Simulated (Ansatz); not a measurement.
# TeW: magnetic states

One table from this session's results is given with a row withheld; the runs are named, their logs left out.

Method: DFT PBE, scalar-relativistic, plane waves, PAW, in Ansatz 0.2.0.

### The structure to begin with

The structure is cubic, space group Fm-3m (No. 225). Conventional cell: a = 5.481 Å, b = 5.481 Å, c = 5.481 Å, α = 90.00°, β = 90.00°, γ = 90.00°. W (site symmetry m-3m) is surrounded by 6 Te at 2.74 Å. Around Te (site symmetry m-3m) lie 6 W at 2.74 Å.

As a file:

```xyz
2
Lattice="0.0000 2.7407 2.7407 2.7407 0.0000 2.7407 2.7407 2.7407 0.0000" Properties=species:S:1:pos:R:3 pbc="T T T"
W     0.0000    0.0000    0.0000
Te    2.7407    2.7407    2.7407
```

The structure is invented: a known structure type filled with these elements, not a reported compound.

The first run:

(A quick probe on a coarse mesh, which set the mesh and smearing, is not shown.)

input.yaml

```yaml
crystal:
  lattice:
    - [0.0, 2.7406921582, 2.7406921582]
    - [2.7406921582, 0.0, 2.7406921582]
    - [2.7406921582, 2.7406921582, 0.0]
  atoms:
    - { symbol: W, position: [0.0, 0.0, 0.0], spin: 1.51 }
    - { symbol: Te, position: [0.5, 0.5, 0.5] }
basis:
  ecutwfc: 420
kpoints:
  mp_grid: { grid: [6, 6, 6] }
hamiltonian:
  xc: pbe
scf:
  occupations: { method: gaussian, width: 0.1 }
output:
  forces: true
  stress: true
  eigenvalues: true
  populations: true
magnetization:
  spin_polarized: true
relax:
  adjacent_minimum: "off"
  f_tol: 0.05
  max_steps: 80
  cell: { stress_tol: 0.5 }
```

Run with:

```sh
$ ansatz run input.yaml --threads 1 --pin off --max-ram 2560MiB --backend cpu --events-out ev --progress --plain --runs-dir out
```

Steps of the session up to this table: A loose first relaxation; Full relaxation; Start: no spin polarisation; Start: ferromagnetic; Magnetic start: large parallel starting moments; Magnetic start: antiferromagnetic, doubled cell, propagation vector (0, 0, 1/2); Magnetic start: antiferromagnetic, doubled cell, propagation vector (0, 1/2, 1/2); Start: small parallel starting moments.

One table of the session follows, with a row left open; its other results are not shown here.

| start | energy above the lowest (meV/atom) |
| --- | --- |
| antiferromagnetic, doubled cell, propagation vector (0, 1/2, 1/2) | 0.00 |
| ferromagnetic | 13.3 |
| large parallel starting moments | 13.3 |
| small parallel starting moments | 13.3 |
| antiferromagnetic, doubled cell, propagation vector (0, 0, 1/2) | 55.5 |
| no spin | ? |

Q: Estimate the row for no spin from the others.

As computed: energy above the lowest (meV/atom): 91.8. In the column «energy above the lowest (meV/atom)» it is the highest.

To keep in mind: Only these starts were tried, so a lower state is not ruled out. The runs treat Te, W without spin-orbit coupling.
